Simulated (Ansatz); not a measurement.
**BrH2NSn: rigid scan of one bond length**

Wanted for BrH2NSn: a rigid scan of one bond length.

Computed with the Python package of Ansatz 0.2.0. Level of theory: r2SCAN0/def2-SVP.

## Step 1: Starting point

Bond lengths: N1–Sn2 2.011 Å, Sn2–Br3 2.493 Å, N1–H4 1.106 Å, N1–H5 1.041 Å. Angles: N1–Sn2–Br3 107.7°, Sn2–N1–H4 107.4°, Sn2–N1–H5 111.2°, H4–N1–H5 106.4°.

No structure file is read: the coordinates are typed or built in the script.

## Step 2: The script

File scan_brh2nsn.py:

```python
'''Potential curve of BrH2NSn along one bond.'''

import ansatz as az
from ase import Atoms
import numpy as np

BASIS_SET = 'def2-SVP'
FUNCTIONAL = 'R2SCAN0'

atoms = Atoms(['N', 'Sn', 'Br', 'H', 'H'], positions=[
    (-0.9084, 0.4192, -0.336),
    (-0.1305, -0.4861, 1.2819),
    (2.2249, -1.104, 0.7473),
    (-0.2739, 1.2969, -0.5621),
    (-0.8622, -0.1996, -1.1724),
])
geometry = az.Crystal.molecule_from_ase(atoms)

symbols = [site.symbol for site in geometry.cartesian_sites]
start = np.array([site.position_ang for site in geometry.cartesian_sites])
axis = (start[3] - start[0]) / np.linalg.norm(start[3] - start[0])
moving = [3]
lengths, energies = [0.974, 1.018, 1.062, 1.106, 1.151, 1.195, 1.239, 1.306], []
for length in lengths:
    xyz = start.copy()
    xyz[moving] += (length - np.linalg.norm(start[3] - start[0])) * axis
    point = az.Crystal.molecule()
    for symbol, place in zip(symbols, xyz):
        point = point.atom(symbol, place.tolist())
    model = (
        point.calculation()
        .basis(gaussian=BASIS_SET)
        .functional(FUNCTIONAL)
    )
    r = model.run().report
    energies.append(r['free_energy_ev'])
    print(f'r = {length:6.3f} A  E = {energies[-1]:.5f} eV  <S^2> = {abs(r["mean_field"]["state"]["spin_squared"]):.3f}')

# quartic fit about the minimum
fit = np.polynomial.Polynomial.fit(lengths, np.array(energies) - min(energies), 4).convert()
roots = [r.real for r in fit.deriv().roots() if abs(r.imag) < 1e-9 and fit.deriv(2)(r.real) > 0]
r_e = min(roots, key=lambda r: abs(r - lengths[int(np.argmin(energies))]))
print(f'minimum of the fit at {r_e:.4f} A, force constant {fit.deriv(2)(r_e):.2f} eV/A^2')
```

## Step 3: The run

The run is started by

```bash
python scan_brh2nsn.py
```

Without the output at hand: what should come out? Wanted: range of energy; lowest point, distance.

The runs gave:

| quantity | value |
| --- | --- |
| bond length at the fit's minimum | 1.0213 Å |
| runs compared | 8 |
| range of energy | 1.027 eV |
| lowest point, distance (Å) | 1.02 |

The curve has its lowest point inside the range, at 1.02. The ends stand 0.0536 and 1.03 eV above it. The distance scanned is the script's pair 0, 3. Caveats:
- The rest of the molecule is held rigid at a force-field or estimated start geometry, and the basis set is modest; single-reference methods fail as a bond breaks.
- def2 sets replace the cores of elements past krypton by effective core potentials.
- The orbitals are restricted, so S² is zero by construction.
